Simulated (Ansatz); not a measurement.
Geometry optimisation, Ansatz, DFT PBE-D3(BJ), scalar-relativistic, plane waves, PAW.

Input:

```yaml
crystal:
  lattice:
    - [7.14, 0.0, 0.0]
    - [0.0, 7.14, 0.0]
    - [0.0, 0.0, 7.14]
  atoms:
    - { symbol: C, position: [0.5008957, 0.0057432, -0.0075142] }
    - { symbol: C, position: [0.6269242, 0.1263367, 0.1197493] }
    - { symbol: C, position: [0.7539187, 0.2536116, -0.0010558] }
    - { symbol: C, position: [0.872502, 0.3728681, 0.1261961] }
    - { symbol: C, position: [0.7461162, -0.001407, 0.2523409] }
    - { symbol: C, position: [0.8659429, 0.1212368, 0.3815009] }
    - { symbol: C, position: [-0.0004667, 7.52e-05, -0.0022803] }
    - { symbol: C, position: [0.1201383, 0.1346796, 0.1284398] }
    - { symbol: C, position: [0.2470438, 0.2483087, 0.0004339] }
    - { symbol: C, position: [0.3745666, 0.3809311, 0.1293262] }
    - { symbol: C, position: [0.5015535, 0.4973359, 0.0049842] }
    - { symbol: C, position: [0.6244795, 0.6272865, 0.1252247] }
    - { symbol: C, position: [0.7528596, 0.7505689, -0.0029451] }
    - { symbol: C, position: [0.8717382, 0.8764663, 0.1296618] }
    - { symbol: C, position: [0.2471988, 0.0021198, 0.2549483] }
    - { symbol: C, position: [0.3738861, 0.1239928, 0.3702097] }
    - { symbol: C, position: [0.4952097, 0.2479565, 0.251052] }
    - { symbol: C, position: [0.6319927, 0.3738642, 0.3706045] }
    - { symbol: C, position: [0.7526017, 0.4979693, 0.2420937] }
    - { symbol: C, position: [0.4960361, 0.0047996, 0.4921834] }
    - { symbol: C, position: [0.622511, 0.1191166, 0.6264666] }
    - { symbol: C, position: [0.7505851, 0.2489874, 0.4995028] }
    - { symbol: C, position: [0.8789378, 0.3794989, 0.6239765] }
    - { symbol: C, position: [0.7500178, 0.0024012, 0.7592088] }
    - { symbol: C, position: [0.8734806, 0.1282552, 0.8766115] }
    - { symbol: C, position: [-0.0030233, 0.4973875, -0.0021889] }
    - { symbol: C, position: [0.1286017, 0.6292051, 0.1280355] }
    - { symbol: C, position: [0.2506637, 0.7484503, 0.0013621] }
    - { symbol: C, position: [0.3751785, 0.8650707, 0.1179419] }
    - { symbol: C, position: [-0.0006326, 0.2448715, 0.2473271] }
    - { symbol: C, position: [0.1277353, 0.3790453, 0.3717278] }
    - { symbol: C, position: [0.257735, 0.4959009, 0.2419798] }
    - { symbol: C, position: [0.3735582, 0.628278, 0.3780749] }
    - { symbol: C, position: [0.4988939, 0.7477286, 0.2393879] }
    - { symbol: C, position: [0.6286443, 0.8732224, 0.3724065] }
    - { symbol: C, position: [-0.0088705, -0.0081725, 0.4970627] }
    - { symbol: C, position: [0.1235052, 0.1219969, 0.6152943] }
    - { symbol: C, position: [0.2452902, 0.2494506, 0.5068397] }
    - { symbol: C, position: [0.3734194, 0.3773021, 0.6268628] }
    - { symbol: C, position: [0.5074234, 0.5061083, 0.4974337] }
    - { symbol: C, position: [0.6239653, 0.6321117, 0.6245545] }
    - { symbol: C, position: [0.7496303, 0.7536505, 0.4986021] }
    - { symbol: C, position: [0.8791691, 0.8748654, 0.619201] }
    - { symbol: C, position: [0.2525239, -0.0098425, 0.7424567] }
    - { symbol: C, position: [0.3829735, 0.126108, 0.8845469] }
    - { symbol: C, position: [0.5027534, 0.2442219, 0.7530322] }
    - { symbol: C, position: [0.6216457, 0.371625, 0.8749939] }
    - { symbol: C, position: [0.7548898, 0.499192, 0.7439581] }
    - { symbol: C, position: [0.8774264, 0.6315915, 0.8663716] }
    - { symbol: C, position: [0.0105516, 0.7456474, 0.2474158] }
    - { symbol: C, position: [0.123529, 0.8703791, 0.3800839] }
    - { symbol: B, position: [-0.0035472, 0.5017199, 0.4999764], spin: 1.0 }
    - { symbol: C, position: [0.1262345, 0.627251, 0.6256785] }
    - { symbol: C, position: [0.2571555, 0.7511065, 0.4929197] }
    - { symbol: C, position: [0.3741258, 0.8722386, 0.6178495] }
    - { symbol: C, position: [0.0048897, 0.2489795, 0.7471463] }
    - { symbol: C, position: [0.1271834, 0.3668788, 0.8766743] }
    - { symbol: C, position: [0.2542177, 0.495481, 0.7496199] }
    - { symbol: C, position: [0.374983, 0.6216004, 0.8816408] }
    - { symbol: C, position: [0.4915662, 0.7446425, 0.7529348] }
    - { symbol: C, position: [0.6255495, 0.8782969, 0.8736449] }
    - { symbol: C, position: [0.0047, 0.7543004, 0.7525493] }
    - { symbol: C, position: [0.1205955, 0.8765441, 0.8745856] }
magnetization:
  spin_polarized: true
basis:
  ecutwfc: 420.0
kpoints:
  mp_grid: { grid: [2, 2, 2] }
hamiltonian:
  xc: pbe
  dispersion: d3bj
  pseudopotentials: { kind: paw, azcp: { folder: soft_1 } }
scf:
  occupations: { method: gaussian, width: 0.02 }
  lower_state_search: "off"
relax:
  f_tol: 0.03
  max_steps: 60
  adjacent_minimum: "off"
```

Command:

```bash
$ ansatz run input.yaml --threads 4 --pin off --max-ram 10240MiB --backend cpu --events-out ev --progress --plain --runs-dir out
```

Question: Where does it end, and by what steps?

Answer: The run converged. Limits of this set-up: coarse k mesh, a typed lattice constant that wasn't relaxed here. After 4 steps the energy has fallen by 4.161 eV; C42 moved furthest, 0.10 Å.

```tsv
step	energy less start (eV)	largest force component (eV/Å)	accepted
0	0.0000	4.110	yes
1	-3.3284	1.944	yes
2	-4.1437	0.339	yes
3	-4.1605	0.052	yes
4	-4.1612	0.014	yes
```

```xyz
63
Lattice="7.1400 0.0000 0.0000 0.0000 7.1400 0.0000 0.0000 0.0000 7.1400" Properties=species:S:1:pos:R:3
C 3.573 -0.003 -0.005
C 4.468 0.885 0.890
C 5.351 1.776 -0.012
C 6.254 2.679 0.894
C 5.364 -0.008 1.786
C 6.251 0.889 2.672
C 0.008 0.003 -0.011
C 0.894 0.887 0.880
C 1.785 1.785 -0.012
C 2.684 2.677 0.880
C 3.568 3.562 -0.011
C 4.482 4.455 0.904
C 5.364 5.346 0.000
C 6.256 6.228 0.903
C 1.795 0.004 1.772
C 2.681 0.890 2.672
C 3.567 1.776 1.772
C 4.474 2.679 2.676
C 5.305 3.496 1.726
C 3.567 0.003 3.570
C 4.458 0.887 4.455
C 5.347 1.775 3.568
C 6.205 2.672 4.460
C 5.351 0.004 5.357
C 6.250 0.890 6.242
C 0.000 3.570 -0.007
C 0.892 4.456 0.894
C 1.795 5.360 -0.012
C 2.686 6.242 0.890
C 0.007 1.775 1.768
C 0.899 2.671 2.626
C 1.795 3.564 1.768
C 2.681 4.459 2.672
C 3.579 5.346 1.786
C 4.482 6.228 2.678
C 0.000 -0.002 3.562
C 0.890 0.895 4.452
C 1.784 1.786 3.556
C 2.675 2.680 4.452
C 3.572 3.570 3.562
C 4.472 4.457 4.454
C 5.303 5.407 3.637
C 6.254 6.237 4.454
C 1.785 0.004 5.346
C 2.679 0.892 6.240
C 3.566 1.786 5.346
C 4.458 2.677 6.245
C 5.347 3.564 5.357
C 6.251 4.459 6.242
C 0.075 5.405 1.725
C 0.892 6.237 2.675
B 0.039 3.531 3.601
C 0.899 4.505 4.460
C 1.795 5.363 3.568
C 2.683 6.252 4.455
C -0.006 1.786 5.346
C 0.890 2.680 6.236
C 1.784 3.576 5.346
C 2.681 4.460 6.242
C 3.566 5.360 5.357
C 4.468 6.242 6.247
C 0.007 5.363 5.357
C 0.894 6.252 6.245
```

Whether the end is a true minimum wasn't checked by a vibrational analysis.

Run time: 3.2 min on 4 threads of Arm Neoverse V1, on a shared host, peak memory 2.1 GiB.
